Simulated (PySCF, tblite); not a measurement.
**C₆H₈GeN₂O: geometry, infrared bands and NMR shifts**

Aim: predict the infrared bands and NMR shifts of C₆H₈GeN₂O (`C#CC#[C][Ge@@H]([NH2])[N](C)C=O`).

Programs: tblite 0.8.0 and PySCF 2.14.0, with density-fitted response routines of our own. Each step states its level of theory. These are calculated values for one molecule in the gas phase, unless marked as measured. Atoms count from 0, in the outputs and in this text.

## 1. The molecule as given

18 atoms, charge 0, multiplicity 1; geometry from: force field or distance geometry start.

Bonds of the start (Å): C0–C1 1.22, C1–C2 1.41, C2–C3 1.22, C3–Ge4 1.90, Ge4–N5 1.85, Ge4–N6 1.84, N6–C7 1.46, N6–C8 1.44, C8–O9 1.25, C0–H10 1.07, Ge4–H11 1.58, N5–H12 1.03, N5–H13 1.03, C7–H14 1.11, C7–H15 1.10, C7–H16 1.12, C8–H17 1.09.

## 2. Optimising the geometry with GFN2-xTB

The job: settings as JSON, then the geometry in Å.

```
{"job": {"kind": "relax", "xc": "GFN2-xTB", "basis": "xTB"}, "charge": 0, "multiplicity": 1}
C      4.673400     2.112200    -0.166200
C      3.620100     1.512200    -0.298700
C      2.425100     0.776700    -0.413600
C      1.377600     0.154500    -0.516600
Ge    -0.228200    -0.863100    -0.621800
N      0.022300    -2.565000     0.054500
N     -1.538300     0.103700     0.238700
C     -2.883500    -0.471600     0.292300
C     -1.258900     1.370100     0.862100
O     -2.215100     1.949600     1.431000
H      5.587900     2.645900    -0.042000
H     -0.688300    -0.982900    -2.123600
H      0.579900    -3.106300    -0.623500
H      0.519700    -2.580900     0.958400
H     -2.871600    -1.502700     0.702000
H     -3.308600    -0.458400    -0.724100
H     -3.573300     0.142400     0.920700
H     -0.249000     1.769900     0.809400
```

Run with:

```sh
> OMP_NUM_THREADS=1 python probes_run.py task.json out
```

One launch serves the whole session: the jobs run in the order shown.

**Question.** This job is followed by: GFN2-xTB harmonic vibrations, gas phase; GIAO PBE0/pcSseg-1 NMR shielding, non-relativistic, gas phase. What will the session give for the following? strongest single infrared mode (GFN2-xTB); zero-point energy (GFN2-xTB); ¹³C shifts against TMS (PBE0/pcSseg-1); ¹H shifts against TMS (PBE0/pcSseg-1, means over atoms taken as alike); ⁷³Ge shifts against GeMe4 (PBE0/pcSseg-1); ¹⁵N shifts against NH3 (PBE0/pcSseg-1); ¹⁷O shifts against H2O (PBE0/pcSseg-1).

As calculated:

```
                                                              quantity                                     value
                             strongest single infrared mode (GFN2-xTB)                     1761 cm⁻¹, 743 km/mol
                                          zero-point energy (GFN2-xTB)                             76.0 kcal/mol
                                ¹³C shifts against TMS (PBE0/pcSseg-1)  164.4, 102.3, 79.2, 77.0, 73.2, 25.8 ppm
¹H shifts against TMS (PBE0/pcSseg-1, means over atoms taken as alike)          8.53, 5.23, 3.19, 1.54, 0.37 ppm
                             ⁷³Ge shifts against GeMe4 (PBE0/pcSseg-1)                                   -44 ppm
                                ¹⁵N shifts against NH3 (PBE0/pcSseg-1)                           130.7, 16.5 ppm
                                ¹⁷O shifts against H2O (PBE0/pcSseg-1)                                 424.8 ppm
```

In words: Relaxing lowered the energy by 0.594 eV in 72 steps; the close pair that moved most is N6–C8, from 1.439 to 1.346 Å. No mode is imaginary among the 48: a minimum at this level. The strongest single mode, at 1761 cm⁻¹, moves mainly C8 and O9. Unscaled tight-binding wavenumbers are off by several per cent, some by more. Its intensities can rank the bands wrongly. At PBE0/pcSseg-1: Shielding is most anisotropic at O9 (span 750 ppm, paramagnetic term -485 ppm). Spin-orbit coupling is left out, which matters for shieldings and couplings at and beside the heavy atoms.
